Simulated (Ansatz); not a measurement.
**CH7Al2B: basis-set convergence**

An exercise on one series of results from a longer session: the logs are not shown, and one member is left open.

Computed with Ansatz 0.2.0, Gaussian basis. Level: one geometry, several basis sets.

Plan: PBE0-D4/def2-SVP; ωB97M-V/def2-SVP; PBE0-D4/def2-QZVPP; ωB97M-V/def2-QZVPP; the functionals' def2-TZVPP values are taken from earlier runs.

### Structure used throughout

All runs share one geometry, relaxed beforehand with PBE0-D4 in a triple-zeta def2 set.

SMILES `[BH2][AlH][AlH][CH3]`, 11 atoms, charge 0, spin multiplicity 1.

Atoms are counted from 1 here; the program's logs count them from 0.

Bond lengths: B1–Al2 2.104 Å, B1–H5 1.201 Å, B1–H6 1.202 Å, Al2–Al3 2.602 Å, Al2–H7 1.602 Å, Al3–C4 1.961 Å, Al3–H8 1.601 Å, C4–H9 1.092 Å, C4–H10 1.096 Å, C4–H11 1.096 Å. Angles: Al2–B1–H5 122.8°, Al2–B1–H6 122.6°, H5–B1–H6 114.4°, B1–Al2–Al3 121.6°, B1–Al2–H7 119.1°, Al3–Al2–H7 119.3°, Al2–Al3–C4 124.1°, Al2–Al3–H8 119.7°, C4–Al3–H8 116.2°, Al3–C4–H9 114.4°, Al3–C4–H10 110.2°, Al3–C4–H11 109.6°, H9–C4–H10 108.1°, H9–C4–H11 107.9°, H10–C4–H11 106.2°.

The first run:

in.yaml

```yaml
crystal:
  periodic: [false, false, false]
  atoms:
    - {symbol: B, position_ang: [-1.824203, 2.357258, -0.145000]}
    - {symbol: Al, position_ang: [0.080813, 1.582881, -0.589215]}
    - {symbol: Al, position_ang: [0.524955, -0.979309, -0.680762]}
    - {symbol: C, position_ang: [1.048534, -2.059520, 0.870242]}
    - {symbol: H, position_ang: [-2.658876, 2.555598, -0.986010]}
    - {symbol: H, position_ang: [-2.191782, 2.568496, 0.979378]}
    - {symbol: H, position_ang: [1.286898, 2.597756, -0.875406]}
    - {symbol: H, position_ang: [0.347705, -1.766442, -2.063484]}
    - {symbol: H, position_ang: [1.204756, -1.487620, 1.786870]}
    - {symbol: H, position_ang: [1.968772, -2.612971, 0.652764]}
    - {symbol: H, position_ang: [0.277827, -2.813125, 1.071221]}
basis:
  gaussian: {orbitals: def2-SVP}
hamiltonian: {xc: pbe0, dispersion: d4}
output: {orbitals: {seedname: orbitals}}
```

Started as:

```
$ ansatz run in.yaml --threads 2 --pin off --events-out ev --progress --plain --max-ram 4352MiB
```

Steps of the session up to this table: PBE0-D4 in def2-SVP; ωB97M-V in def2-SVP; PBE0-D4 in def2-QZVPP; ωB97M-V in def2-QZVPP.

One of the session's tables, all rows but one given; the rest of the session is left out.

It belongs to the step «Density functionals: the series». 

| functional | basis | HOMO (eV) | LUMO (eV) |
| --- | --- | --- | --- |
| PBE0-D4 | def2-SVP | ? | ? |
| PBE0-D4 | def2-TZVPP | -6.43 | -2.34 |
| PBE0-D4 | def2-QZVPP | -6.43 | -2.34 |
| ωB97M-V | def2-SVP | -8.28 | -0.42 |
| ωB97M-V | def2-TZVPP | -8.30 | -0.55 |
| ωB97M-V | def2-QZVPP | -8.30 | -0.61 |

Estimate the missing values for PBE0-D4, def2-SVP.

As computed: HOMO (eV): -6.44; LUMO (eV): -2.30. In the column «HOMO (eV)» it lies between ωB97M-V, def2-SVP (-8.28) and PBE0-D4, def2-TZVPP (-6.43).
